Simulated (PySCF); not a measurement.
# C2H6Cl2Se: the cost of one run

Computed with PySCF 2.14.0, with density-fitted response routines of our own, on a single molecule, in the gas phase or a continuum. Atoms count from 0, in the outputs and in this text.

## 1. The starting structure

11 atoms, charge 0, multiplicity 1; geometry from: GFN2-xTB. The atoms were then displaced at random by about 0.01 Å, so the start is not that level's minimum.

Bonds of the start (Å): C0–Se1 1.94, Se1–C2 2.00, Se1–Cl3 2.42, Se1–Cl4 2.13, C0–H5 1.06, C0–H6 1.09, C0–H7 1.10, C2–H8 1.06, C2–H9 1.09, C2–H10 1.10.

## 2. Geometry optimisation at PBE0-D3(BJ)/def2-TZVP

Job settings and geometry (Å):

```
{"job": {"xc": "PBE0", "basis": "def2-TZVP", "d3": "d3bj", "grid": 2, "shake": 0.01, "kind": "geom"}, "charge": 0, "multiplicity": 1}
C     -1.216470    -0.506330     0.316590
Se    -0.079760     0.732770    -0.659780
C      1.485200    -0.477240    -0.344320
Cl    -1.954240     2.260710    -0.714540
Cl     0.716930     2.077590     0.781310
H     -1.001400    -1.492430     0.007760
H     -1.020220    -0.335860     1.372350
H     -2.253020    -0.216970     0.083460
H      1.378540    -1.347180    -0.943580
H      2.402210     0.047800    -0.629770
H      1.580340    -0.768680     0.714870
```

On the command line:

```
$ OMP_NUM_THREADS=1 python probes_run.py task.json out
```

The driver reads the jobs from task.json and runs them one after another.

**Question.** How long does this first job take on 1 thread of AMD EPYC 9R45, shared host, and how much memory does it need?

About 1.7 min, with a peak of 1.1 GiB.
